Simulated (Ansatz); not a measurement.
# AlBrF2: the cost of one run

Method: PBE0-D4/def2-TZVP structures, single points in def2-TZVPP, no counterpoise correction; program: Ansatz 0.2.0, Gaussian basis.

Levels: SPW92, PBE-D4, BLYP-D4, r2SCAN-D4, B97M-V, PBE0-D4, B3LYP-D4, r2SCAN0-D4, BHLYP-D4, CAM-B3LYP-D4, wB97X-V, wB97M-V, B2PLYP, PBE-QIDH, RPA on PBE, Hartree-Fock, MP2, CCSD, CCSD(T).

Correlated methods freeze the cores. Filled d shells of the heavier atoms are correlated. B3LYP uses VWN-RPA correlation. B2PLYP carries no dispersion term here.

94 further runs of the same task are left out: 94 set aside as unsound or not needed.

### 1 Where the work starts

The complex: 6 atoms, charge 0, spin multiplicity 1.

Atoms are counted from 1 here; the program's logs count them from 0.

Bond lengths: Al1–Br2 2.258 Å, Al1–F3 1.640 Å, Al1–F4 1.640 Å, Al1–Cl6 2.493 Å, H5–Cl6 1.290 Å. Angles: Br2–Al1–F3 118.2°, Br2–Al1–F4 118.2°, Br2–Al1–Cl6 96.7°, F3–Al1–F4 118.4°, F3–Al1–Cl6 98.0°, F4–Al1–Cl6 98.0°, Al1–Cl6–H5 90.2°.

Coordinates:

```xyz
6
AlBrClF2H
Al   -0.38421   -0.46965   -0.49052
Br    1.59395   -1.45125   -0.02004
F    -0.55212    0.28388   -1.93771
F    -1.73026   -1.04040    0.25293
H     1.11585    1.11924    1.27675
Cl   -0.04330    1.55818    0.91869
```

Its parts: AlBrF2 holds atoms 1, 2, 3, 4; HCl holds atoms 5, 6. Each part counts its atoms afresh in its own runs.

### 2 Relaxing AlBrF2 alone

Contents of relax-a/in.yaml:

```yaml
crystal:
  periodic: [false, false, false]
  atoms:
    - {symbol: Al, position_ang: [-0.384213, -0.469646, -0.490520]}
    - {symbol: Br, position_ang: [1.593953, -1.451249, -0.020040]}
    - {symbol: F, position_ang: [-0.552123, 0.283876, -1.937705]}
    - {symbol: F, position_ang: [-1.730264, -1.040399, 0.252933]}
basis:
  gaussian: {orbitals: def2-TZVP}
hamiltonian: {xc: pbe0, dispersion: d4}
relax: {f_tol: 0.005, max_steps: 200}
```

Run with:

```sh
$ ansatz run in.yaml --threads 4 --pin off --events-out ev --progress --plain --max-ram 9574MiB
```

**Question.** How long does this run take on 4 threads of Arm Neoverse V2, shared host?

About 9.5 s.
